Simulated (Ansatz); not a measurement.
**CH5AlOS: how energies converge with the basis set**

The task here is to estimate one member of a computed series from the others.

The runs use Ansatz 0.2.0, Gaussian basis; one geometry, several basis sets.

The runs, in order: PBE0-D4/def2-SVP; ωB97M-V/def2-SVP; PBE0-D4/def2-QZVPP; ωB97M-V/def2-QZVPP; the functionals' def2-TZVPP values are taken from earlier runs.

## The geometry

All runs share one geometry, relaxed beforehand with PBE0-D4 in a triple-zeta def2 set.

9 atoms, charge 0, spin multiplicity 1.

Atoms are counted from 1 here; the program's logs count them from 0.

Bond lengths: Al1–O2 1.771 Å, Al1–H5 1.586 Å, Al1–H6 1.584 Å, O2–C3 1.357 Å, C3–S4 1.887 Å, C3–H7 1.094 Å, C3–H8 1.098 Å, S4–H9 1.345 Å. Angles: O2–Al1–H5 116.5°, O2–Al1–H6 116.4°, H5–Al1–H6 122.7°, Al1–O2–C3 107.2°, O2–C3–S4 108.7°, O2–C3–H7 113.9°, O2–C3–H8 114.4°, S4–C3–H7 106.8°, S4–C3–H8 102.8°, H7–C3–H8 109.3°, C3–S4–H9 95.9°.

Set-up of the first run:

Contents of in.yaml:

```yaml
crystal:
  periodic: [false, false, false]
  atoms:
    - {symbol: Al, position_ang: [-0.076285, 1.248892, -0.676540]}
    - {symbol: O, position_ang: [-0.337182, -0.460556, -1.058979]}
    - {symbol: C, position_ang: [0.192412, -1.185122, -0.040803]}
    - {symbol: S, position_ang: [0.457465, -0.045863, 1.439438]}
    - {symbol: H, position_ang: [1.301814, 1.876487, -1.148992]}
    - {symbol: H, position_ang: [-1.374566, 2.122692, -0.428552]}
    - {symbol: H, position_ang: [-0.448640, -2.003826, 0.300624]}
    - {symbol: H, position_ang: [1.201960, -1.571426, -0.234915]}
    - {symbol: H, position_ang: [-0.828478, -0.027576, 1.831517]}
basis:
  gaussian: {orbitals: def2-SVP}
hamiltonian: {xc: pbe0, dispersion: d4}
output: {orbitals: {seedname: orbitals}}
```

The run is started by

```sh
> ansatz run in.yaml --threads 2 --pin off --events-out ev --progress --plain --max-ram 4352MiB
```

Steps of the session up to this table: PBE0-D4 in def2-SVP; ωB97M-V in def2-SVP; PBE0-D4 in def2-QZVPP; ωB97M-V in def2-QZVPP.

One table of the session follows, with a row left open; its other results are not shown here.

It belongs to the step «Density functionals: the series». 

| functional | basis | HOMO (eV) |
| --- | --- | --- |
| PBE0-D4 | def2-SVP | -7.52 |
| PBE0-D4 | def2-TZVPP | -7.60 |
| PBE0-D4 | def2-QZVPP | -7.63 |
| ωB97M-V | def2-SVP | -9.75 |
| ωB97M-V | def2-TZVPP | -9.87 |
| ωB97M-V | def2-QZVPP | ? |

Q: Estimate the row for ωB97M-V, def2-QZVPP from the others.

As computed: HOMO (eV): -9.89. In the column «HOMO (eV)» it is the lowest.
